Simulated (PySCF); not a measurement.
# C5H8Si: the cost of one run

Programs: PySCF 2.14.0, with density-fitted response routines of our own. Each step states its level of theory. These are calculated values for one molecule in the gas phase, unless marked as measured. Atoms count from 0, in the outputs and in this text.

### Step 1. Starting geometry

14 atoms, charge 0, multiplicity 1; geometry from: GFN2-xTB. The atoms were then displaced at random by about 0.01 Å, so the start is not that level's minimum.

Bonds of the start (Å): C0–C1 1.22, C1–C2 1.46, C2–C3 1.49, C3–C4 1.57, C4–Si5 1.87, Si5–C3 1.91, C0–H6 1.04, C2–H7 1.07, C2–H8 1.13, C3–H9 1.07, C4–H10 1.09, C4–H11 1.09, Si5–H12 1.45, Si5–H13 1.44.

### Step 2. Relaxing the molecule at PBE0-D3(BJ)/def2-SVP

What the job is given:

```
{"job": {"xc": "PBE0", "basis": "def2-SVP", "d3": "d3bj", "grid": 1, "shake": 0.01, "kind": "geom"}, "charge": 0, "multiplicity": 1}
C      2.967110    -0.842190    -0.233500
C      1.869780    -0.706080     0.280790
C      0.554580    -0.533290     0.888300
C     -0.173910     0.587400     0.227420
C     -1.716310     0.638720     0.512850
Si    -1.303510     0.278850    -1.279100
H      3.897070    -0.929110    -0.687680
H      0.035280    -1.465530     0.816310
H      0.713700    -0.302150     1.981220
H      0.302570     1.536460     0.321100
H     -2.104070    -0.141670     1.172770
H     -2.096640     1.612660     0.820740
H     -1.479890    -1.085790    -1.741440
H     -1.472920     1.336630    -2.247470
```

Command:

```console
$ OMP_NUM_THREADS=1 python probes_run.py task.json out
```

The driver reads the jobs from task.json and runs them one after another.

**Question.** How long does this first job take on 1 thread of Arm Neoverse V1, shared host, and how much memory does it need?

About 54 s, with a peak of 0.5 GiB.
